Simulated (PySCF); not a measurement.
F2GeS2H2, in a box:

```
CELL_PARAMETERS angstrom
13.00000 0.00000 0.00000
0.00000 12.00000 0.00000
0.00000 0.00000 13.00000
ATOMIC_POSITIONS crystal
F 0.58984 0.38387 0.60198
Ge 0.52575 0.47824 0.52578
F 0.43333 0.39803 0.46608
S 0.44462 0.60539 0.61469
S 0.64142 0.54277 0.41983
H 0.36058 0.54050 0.62268
H 0.57601 0.61963 0.38255
```

Base run:

```yaml
Program: PySCF 2.14.0
Functional: r2SCAN
Potentials_or_basis: def2-svp (all-electron)
k_mesh: 1 × 1 × 1
Occupations: fixed
Spin: no spin polarisation
```

Its results: gap between the frontier levels 5.54 eV.

The run is repeated on the same cell with these changes: functional from r2SCAN to PBE. What comes out?

Gap between the frontier levels 4.98 eV.

r2SCAN gives the wider gap, since meta-GGAs in the generalised Kohn-Sham scheme recover part of the derivative discontinuity.

Caveats: this is a molecule in a periodic box at the Γ point, so its band gap is the HOMO-LUMO gap; relativity is left out, which matters for the heavier elements; the basis of atomic orbitals isn't converged, which shifts pressures, moduli and gaps.

